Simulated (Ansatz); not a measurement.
# Pt (Pt, hcp): the cost of one run

Program: Ansatz 0.2.0. Level of theory: DFT PBEsol, plane waves (420 eV) with PAW, scalar-relativistic; PAW files made under PBE, frozen cores solved again for the functional. These are calculated values, not measurements.

## Step 1: The starting structure

The structure is hexagonal, space group P6_3/mmc (No. 194). The conventional cell has a = 2.774 Å, b = 2.774 Å, c = 4.530 Å, α = 90.00°, β = 90.00°, γ = 120.00°. Pt (site symmetry -6m2) has 12 Pt at 2.77 Å as nearest neighbours.

Coordinates:

```
Pt
1.0
     2.77405    0.00000    0.00000
    -1.38702    2.40239    0.00000
     0.00000    0.00000    4.53002
Pt
2
Direct
  0.33333 0.66667 0.25000
  0.66667 0.33333 0.75000
```

## Step 2: Relaxing cell and atoms

input.yaml reads:

```yaml
crystal:
  lattice:
    - [2.7740467412, 0.0, 0.0]
    - [-1.3870233706, 2.4023949491, 0.0]
    - [0.0, 0.0, 4.5300183283]
  atoms:
    - { symbol: Pt, position: [0.3333333333, 0.6666666667, 0.25] }
    - { symbol: Pt, position: [0.6666666667, 0.3333333333, 0.75] }
hamiltonian:
  xc: pbesol
  pseudopotentials:
    kind: paw
    azcp:
      Pt: "pseudopotentials/Pt.paw.azcp"
basis:
  ecutwfc: 420
  fft_grid_basis: typed
kpoints:
  mp_grid: { grid: [13, 13, 7], shift: [0, 0, 0] }
magnetization:
  spin_polarized: false
scf:
  occupations: { method: fermi_dirac, width: 0.1 }
relax:
  max_steps: 60
  f_tol: 0.01
  cell: {}
output:
  write_density: true
  write_potential: true
  elf: true
  volumetric_format: npy
```

**Question.** How long does this run take on 2 threads of Arm Neoverse V1, shared host, and how much memory does it need?

About 8.2 s, with a peak of 0.34 GiB.
